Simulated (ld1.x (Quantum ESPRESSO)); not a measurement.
**Pseudopotential generation for B: RRKJ, PBE**

Task: generate the file, and judge it by its errors in other configurations, its logarithmic derivatives, its ghosts and its cutoff.

The numbers are computed with ld1.x (Quantum ESPRESSO) 7.5 (PBE, scalar-relativistic, spin-unpolarised reference atom).

**1. The atom and the settings**

Typed settings, in words:

```json
{"element": "boron (B, Z = 5)", "type": "norm-conserving RRKJ (Kleinman–Bylander form)", "frozen core": "[He]", "valence charge": "3", "reference configuration": "2s2 2p1", "partial waves": "2p (bound): rc 3.28 bohr; 3d channel at 0.2 Ry: rc 2.64 bohr; 2s (bound): rc 1.58 bohr", "local potential": "the s channel", "core correction": "a·sin(br)/r model core inside 1.15 bohr"}
```

The outer shells as boxes (Hund's rule for the drawing; the calculation is spin-unpolarised):

```
[He] core
2s [↑↓]
2p [↑ ][  ][  ]
```

The nodes and maxima of the atom's own shells, from an earlier all-electron run, set the scale for the radii.

All-electron outer shells of the reference configuration (PBE, scalar-relativistic, ld1.x):

```json
{"shell": "1s", "level (eV)": "-180.59", "outermost node (bohr)": "–", "outermost maximum (bohr)": "0.21"}
{"shell": "2s", "level (eV)": "-9.44", "outermost node (bohr)": "0.46", "outermost maximum (bohr)": "1.52"}
{"shell": "2p", "level (eV)": "-3.61", "outermost node (bohr)": "–", "outermost maximum (bohr)": "1.57"}
```

**2. Generation**

B.in

```
 &input
   title='B', zed=5., rel=1, dft='PBE', iswitch=3,
   config='[He] 2s2 2p1 3d-2',
   nld=3, rlderiv=3.55, eminld=-3.0, emaxld=5.0, deld=0.02
 /
 &inputp
   pseudotype=2, tm=.false., lloc=0,
   nlcc=.true., rcore=1.15,
   file_pseudopw='B.UPF', file_wfcaegen='ae.wfc', file_wfcncgen='nc.wfc', file_beta='beta', file_chi='chi'
 /
3
2P  2  1   1.00   0.00  3.28  3.28  0.0
3D  3  2  -2.00   0.20  2.64  2.64  0.0
2S  1  0   2.00   0.00  1.58  1.58  0.0
 &test
   configts(1)='2s2 2p1'
 /
```

Started as:

```console
$ ld1.x < B.in > B.out
```

The output, B.out (without the banner and most projector matrices):

```text
     Program LD1 v.7.5
     --------------------------- All-electron run ----------------------------

     B
     scalar relativistic calculation

     atomic number is  5.00
     dft =PBE   lsd =0 sic =0 latt =0  beta=0.20 tr2=1.0E-14
     Exchange-correlation= PBE
                           (   1   4   3   4   0   0   0)
     mesh =1059 r(mesh) = 101.04461 a.u. xmin = -7.00 dx = 0.01250
     1 Ry =  13.60569312 eV, c = 137.03599908

     n l     nl                  e(Ry)          e(Ha)          e(eV)
     1 0     1S 1( 2.00)       -13.2731        -6.6366      -180.5900
     2 0     2S 1( 2.00)        -0.6941        -0.3470        -9.4431
     2 1     2P 1( 1.00)        -0.2651        -0.1326        -3.6070

     final scf error:  7.5E-15 reached in  32 iterations

     Etot =     -49.206684 Ry,     -24.603342 Ha,    -669.491037 eV

     Ekin =      49.037301 Ry,      24.518651 Ha,     667.186471 eV
     Encl =    -113.771076 Ry,     -56.885538 Ha,   -1547.934352 eV
     Eh   =      23.125741 Ry,      11.562870 Ha,     314.641731 eV
     Exc  =      -7.598649 Ry,      -3.799325 Ha,    -103.384887 eV

     normalization and overlap integrals

     s(1S/1S) =  1.000000  <r> =   0.3294  <r2> =    0.1474  r(max) =   0.2103
     s(2S/2S) =  1.000000  <r> =   1.9516  <r2> =    4.5978  r(max) =   1.5152
     s(2P/2P) =  1.000000  <r> =   2.3015  <r2> =    6.8902  r(max) =   1.5731

     ------------------------ End of All-electron run ------------------------

     --------------------- Generating NC pseudopotential ---------------------

      Generating local pot.: lloc=0, matching radius rcloc =   1.5800

      Computing core charge for nlcc:

       r > 1.15 : true rho core
       r < 1.15 : rho core = a sin(br)/r    a=   0.10  b=   2.44

      Integrated core pseudo-charge :   0.06

      Wfc   2P  rcut= 3.289  Estimated cut-off energy=       16.53 Ry
      This function has    0 nodes for 0 < r <    3.289

      Wfc   3D  rcut= 2.626  Estimated cut-off energy=       32.25 Ry
      This function has    0 nodes for 0 < r <    2.626

     ------------------- End of pseudopotential generation -------------------

     [... the all-electron block is printed once more ...]


     Computing logarithmic derivative in   3.56738
     Computing logarithmic derivative in   3.56738
     Computing the partial wave expansion
       no projector for channel:   0
     R is outside the sphere for l=    1 j= 0.00
     R is outside the sphere for l=    2 j= 0.00

     ---------------------- Testing the pseudopotential ----------------------

     B
     scalar relativistic calculation

     atomic number is  5.00   valence charge is  3.00
     dft =PBE   lsd =0 sic =0 latt =0  beta=0.20 tr2=1.0E-14
     mesh =1059 r(mesh) = 101.04461 xmin = -7.00 dx = 0.01250

     n l     nl             e AE (Ry)        e PS (Ry)    De AE-PS (Ry)
     1 0     2S   1( 2.00)       -0.69405       -0.69406        0.00000
     2 1     2P   1( 1.00)       -0.26511       -0.26511        0.00000

     eps = 1.7E-15  iter = 16

     Etot =     -49.206684 Ry,     -24.603342 Ha,    -669.491037 eV
     Etotps =    -5.169640 Ry,      -2.584820 Ha,     -70.336535 eV

     Ekin =       2.260794 Ry,       1.130397 Ha,      30.759667 eV
     Encl =      -9.379720 Ry,      -4.689860 Ha,    -127.617586 eV
     Ehrt =       3.940654 Ry,       1.970327 Ha,      53.615327 eV
     Ecxc =      -1.640155 Ry,      -0.820078 Ha,     -22.315448 eV
     (Ecc =      -0.022746 Ry,      -0.011373 Ha,      -0.309479 eV)
     Epseu=      -0.351213 Ry,      -0.175606 Ha,      -4.778495 eV

     ---------------------- End of pseudopotential test ----------------------
```

Run time: 0.69 s. Hardware: 1 thread of Neoverse-V2, shared host. This counts the later configuration tests of the new file too.

Partial waves on a coarse radial grid (AE all-electron, PS pseudo):

```tsv
r (bohr)	2p AE	2p PS
0.164	0.0632	0.0185
0.328	0.1797	0.0718
0.492	0.2975	0.1532
0.656	0.3988	0.2533
0.820	0.4793	0.3605
0.984	0.5414	0.4635
1.148	0.5853	0.5525
1.312	0.6124	0.6204
1.476	0.6253	0.6638
1.640	0.6266	0.6825
1.804	0.6188	0.6795
1.968	0.6043	0.6598
2.132	0.5847	0.6290
2.296	0.5616	0.5926
2.460	0.5363	0.5550
2.624	0.5096	0.5191
2.788	0.4822	0.4860
2.952	0.4549	0.4559
3.116	0.4279	0.4280
3.280	0.4017	0.4017
3.444	0.3763	0.3763
3.608	0.3520	0.3520
3.772	0.3288	0.3288
3.936	0.3068	0.3068
4.100	0.2859	0.2859
4.264	0.2663	0.2663
```

**3. Configuration tests**

B.test.in

```
 &input
   title='B', zed=5., rel=1, dft='PBE', iswitch=2,
   config='[He] 2s2 2p1 3d-2'
 /
 &test
   file_pseudo='B.UPF', nconf=8,
   configts(1)='2s2 2p1',
   configts(2)='2s2 2p0',
   configts(3)='2s1 2p0',
   configts(4)='2s2 2p0.5',
   configts(5)='2s1 2p1',
   configts(6)='2s1 2p2',
   configts(7)='2s0 2p3',
   configts(8)='2s2 2p1.3'
 /
```

Started as:

```console
$ ld1.x < B.test.in > B.test.out
```

B.test.out, the pseudopotential blocks, each with the warnings that came before it:

```text
     ---------------------- Testing the pseudopotential ----------------------

     B
     scalar relativistic calculation

     atomic number is  5.00   valence charge is  3.00
     dft =PBE   lsd =0 sic =0 latt =0  beta=0.20 tr2=1.0E-14
     mesh =1059 r(mesh) = 101.04461 xmin = -7.00 dx = 0.01250

     n l     nl             e AE (Ry)        e PS (Ry)    De AE-PS (Ry)
     1 0     2S   1( 2.00)       -0.69405       -0.69406        0.00000
     2 1     2P   1( 1.00)       -0.26511       -0.26511        0.00000

     eps = 3.6E-16  iter =  9

     Etot =     -49.206684 Ry,     -24.603342 Ha,    -669.491038 eV
     Etotps =    -5.169640 Ry,      -2.584820 Ha,     -70.336536 eV

     Ekin =       2.260794 Ry,       1.130397 Ha,      30.759666 eV
     Encl =      -9.379720 Ry,      -4.689860 Ha,    -127.617587 eV
     Ehrt =       3.940654 Ry,       1.970327 Ha,      53.615328 eV
     Ecxc =      -1.640155 Ry,      -0.820078 Ha,     -22.315448 eV
     (Ecc =      -0.022746 Ry,      -0.011373 Ha,      -0.309479 eV)
     Epseu=      -0.351213 Ry,      -0.175606 Ha,      -4.778495 eV

     ---------------------- End of pseudopotential test ----------------------

     ---------------------- Testing the pseudopotential ----------------------

     B
     [...]
     n l     nl             e AE (Ry)        e PS (Ry)    De AE-PS (Ry)
     1 0     2S   1( 2.00)       -1.43403       -1.41639       -0.01764  !
     2 1     2P   1( 0.00)       -0.98227       -0.94886       -0.03341  !

     eps = 2.0E-15  iter =  7

     Etot =     -48.602552 Ry,     -24.301276 Ha,    -661.271411 eV
     Etotps =    -4.576892 Ry,      -2.288446 Ha,     -62.271785 eV
     dEtot_ae =       0.604131 Ry
     dEtot_ps =       0.592748 Ry,   Delta E=       0.011383 Ry

     [...]
     ---------------------- End of pseudopotential test ----------------------

     Warning: n=2, l=1 expected 0 nodes, found 1
     ---------------------- Testing the pseudopotential ----------------------

     B
     [...]
     n l     nl             e AE (Ry)        e PS (Ry)    De AE-PS (Ry)
     1 0     2S   1( 1.00)       -2.31339       -2.28709       -0.02630  !
     2 1     2P   1( 0.00)       -1.87356       -1.78205       -0.09151  !

     eps = 7.2E-15  iter =  7

     Etot =     -46.734041 Ry,     -23.367020 Ha,    -635.849013 eV
     Etotps =    -2.730068 Ry,      -1.365034 Ha,     -37.144468 eV
     dEtot_ae =       2.472643 Ry
     dEtot_ps =       2.439572 Ry,   Delta E=       0.033071 Ry

     [...]
     ---------------------- End of pseudopotential test ----------------------

     ---------------------- Testing the pseudopotential ----------------------

     B
     [...]
     n l     nl             e AE (Ry)        e PS (Ry)    De AE-PS (Ry)
     1 0     2S   1( 2.00)       -1.03851       -1.03465       -0.00386
     2 1     2P   1( 0.50)       -0.59442       -0.58568       -0.00874  !

     eps = 6.1E-15  iter =  7

     Etot =     -48.994466 Ry,     -24.497233 Ha,    -666.603665 eV
     Etotps =    -4.959090 Ry,      -2.479545 Ha,     -67.471860 eV
     dEtot_ae =       0.212218 Ry
     dEtot_ps =       0.210550 Ry,   Delta E=       0.001668 Ry

     [...]
     ---------------------- End of pseudopotential test ----------------------

     ---------------------- Testing the pseudopotential ----------------------

     B
     [...]
     n l     nl             e AE (Ry)        e PS (Ry)    De AE-PS (Ry)
     1 0     2S   1( 1.00)       -1.43999       -1.45395        0.01396  !
     2 1     2P   1( 1.00)       -0.98910       -0.98384       -0.00526  !

     eps = 8.8E-15  iter =  9

     Etot =     -48.151191 Ry,     -24.075596 Ha,    -655.130332 eV
     Etotps =    -4.108014 Ry,      -2.054007 Ha,     -55.892375 eV
     dEtot_ae =       1.055492 Ry
     dEtot_ps =       1.061626 Ry,   Delta E=      -0.006134 Ry

     [...]
     ---------------------- End of pseudopotential test ----------------------

     ---------------------- Testing the pseudopotential ----------------------

     B
     [...]
     n l     nl             e AE (Ry)        e PS (Ry)    De AE-PS (Ry)
     1 0     2S   1( 1.00)       -0.72916       -0.73912        0.00995  !
     2 1     2P   1( 2.00)       -0.29827       -0.30378        0.00552  !

     eps = 1.4E-15  iter = 14

     Etot =     -48.776654 Ry,     -24.388327 Ha,    -663.640180 eV
     Etotps =    -4.737347 Ry,      -2.368674 Ha,     -64.454893 eV
     dEtot_ae =       0.430030 Ry
     dEtot_ps =       0.432293 Ry,   Delta E=      -0.002263 Ry

     [...]
     ---------------------- End of pseudopotential test ----------------------

     ---------------------- Testing the pseudopotential ----------------------

     B
     [...]
     n l     nl             e AE (Ry)        e PS (Ry)    De AE-PS (Ry)
     1 0     2S   1( 0.00)       -0.75829       -0.77737        0.01908  !
     2 1     2P   1( 3.00)       -0.32646       -0.33758        0.01112  !

     eps = 3.1E-15  iter = 19

     Etot =     -48.345216 Ry,     -24.172608 Ha,    -657.770177 eV
     Etotps =    -4.299611 Ry,      -2.149805 Ha,     -58.499183 eV
     dEtot_ae =       0.861467 Ry
     dEtot_ps =       0.870029 Ry,   Delta E=      -0.008562 Ry

     [...]
     ---------------------- End of pseudopotential test ----------------------

     ---------------------- Testing the pseudopotential ----------------------

     B
     [...]
     n l     nl             e AE (Ry)        e PS (Ry)    De AE-PS (Ry)
     1 0     2S   1( 2.00)       -0.51890       -0.51852       -0.00038
     2 1     2P   1( 1.30)       -0.10161       -0.10228        0.00067

     eps = 2.6E-15  iter = 14

     Etot =     -49.260950 Ry,     -24.630475 Ha,    -670.229365 eV
     Etotps =    -5.224066 Ry,      -2.612033 Ha,     -71.077034 eV
     dEtot_ae =      -0.054266 Ry
     dEtot_ps =      -0.054426 Ry,   Delta E=       0.000159 Ry

     [...]
     ---------------------- End of pseudopotential test ----------------------
```

Excitation and ionisation energies from 2s2 2p1, with the error of the potential. A star marks tests that logged a warning.

| valence configuration | charge | ΔE all-electron (eV) | error AE − PS (meV) |
| --- | --- | --- | --- |
| 2s2 2p0 | +1 | 8.220 | +155 |
| 2s1 2p0 * | +2 | 33.642 | +450 |
| 2s2 2p0.5 | +0.5 | 2.887 | +23 |
| 2s1 2p1 | +1 | 14.361 | -83 |
| 2s1 2p2 | 0 | 5.851 | -31 |
| 2s0 2p3 | 0 | 11.721 | -116 |
| 2s2 2p1.3 | -0.3 | -0.738 | +2.2 |

**4. Does it scatter like the atom?**

Taken from the files of the generation run. The phase is arctan(r·u′/u) with u = r·R, unwrapped, with energies in Ry. A pole is an energy at which the radial function vanishes at the test radius. The pseudo phase is shifted by a multiple of π to meet the all-electron one at the reference energy. Levels narrower than the energy grid can be missing from the poles. The last column is the largest difference on the grid between −1 and +1 Ry.

| channel | radius (bohr) | reference (Ry) | poles AE | poles PS | window around the reference with phases within 0.05 rad (Ry) | largest difference near zero (rad) |
| --- | --- | --- | --- | --- | --- | --- |
| s | 3.57 | -0.69 | -0.56, 2.35 | -0.56, 2.31 | below 3.7 | 0.034 |
| p | 3.57 | -0.27 | -0.07, 2.39 | -0.07, 2.92 | below 0.5 | 0.230 |
| d | 3.57 | 0.20 | 1.62, 4.98 | 1.63 | below 2.7 | 0.001 |

Phases (rad) along the scan:

```tsv
E (Ry)	p AE	p PS	d AE	d PS
-3.00	1.405	1.405	1.415	1.415
-2.52	1.389	1.389	1.402	1.402
-2.04	1.366	1.366	1.386	1.386
-1.56	1.332	1.333	1.363	1.363
-1.08	1.268	1.270	1.330	1.330
-0.60	1.052	1.055	1.275	1.275
-0.12	-1.502	-1.499	1.160	1.160
0.36	-1.882	-1.860	0.753	0.753
0.84	-2.550	-2.320	-0.952	-0.951
1.32	-4.242	-3.942	-1.462	-1.461
1.80	-4.577	-4.474	-1.621	-1.618
2.28	-4.694	-4.619	-1.757	-1.748
2.76	-4.772	-4.694	-2.078	-2.024
3.24	-4.858	-4.747	-3.897	-3.651
3.72	-5.032	-4.798	-4.485	-4.439
4.20	-6.062	-4.861	-4.616	-4.592
4.68	-7.497	-4.976	-4.682	-4.662
```

**5. Plane-wave convergence, by spherical Bessel functions**

A separate test, outside the generator: the pseudo-atom's Hamiltonian at the reference potential is diagonalised in spherical Bessel functions j_l(qr) that vanish at 20 bohr, with q² up to the cutoff.

All-electron valence levels (Ry): 2p -0.2651, 2s -0.6940. The lowest levels of each channel (Ry) by cutoff; the last column sums, over occupied levels, occupation times the distance from the level at 400 Ry. A positive value at high cutoff is not a bound level.

```tsv
cutoff (Ry)	p #1	d #1	s #1	f #1	Σ f·Δε (mRy)
8	-0.2548	0.0662	-0.6589	0.1130	80.5
10	-0.2632	0.0662	-0.6694	0.1130	51.2
15	-0.2651	0.0662	-0.6855	0.1130	17.2
18	-0.2651	0.0662	-0.6910	0.1130	6.2
21	-0.2651	0.0662	-0.6924	0.1130	3.3
30	-0.2651	0.0662	-0.6929	0.1130	2.4
35	-0.2651	0.0662	-0.6930	0.1130	2.1
40	-0.2651	0.0662	-0.6934	0.1130	1.4
45	-0.2651	0.0662	-0.6936	0.1130	0.9
50	-0.2651	0.0662	-0.6939	0.1130	0.4
55	-0.2651	0.0662	-0.6940	0.1130	0.2
400	-0.2651	0.0662	-0.6941	0.1130	0.0
```

The sum stays within 10 mRy from 18 Ry and within 1 mRy from 45 Ry. The sum leaves out empty levels, which can need more. Ghost test: no level below the all-electron spectrum of its channel (p, d, s, f tested).

**6. Outcome**

| quantity | value |
| --- | --- |
| cutoffs for 10 and 1 mRy, occupied levels | 18 Ry and 45 Ry |
| bound ghosts | none found |
| largest test error (AE − PS) | +450 meV, for 2s1 2p0 (this test logged a warning) |
| largest phase difference near zero energy, channels read | 0.230 rad |

In words: By total energies transferability is poor: the largest error is 450 meV on 33.6 eV, for 2s1 2p0. By its cutoff, 18 Ry for the looser tolerance, it is soft on the atom at that tolerance. The slowest occupied level is 2s: taken alone it needs 40 Ry to come within 1 mRy, against 12 Ry for 2p. The Bessel-basis test finds no level below the valence levels. Near zero energy the largest phase difference among the channels read is 0.23 rad, in the p channel. All of this concerns the isolated atom, not yet a solid.
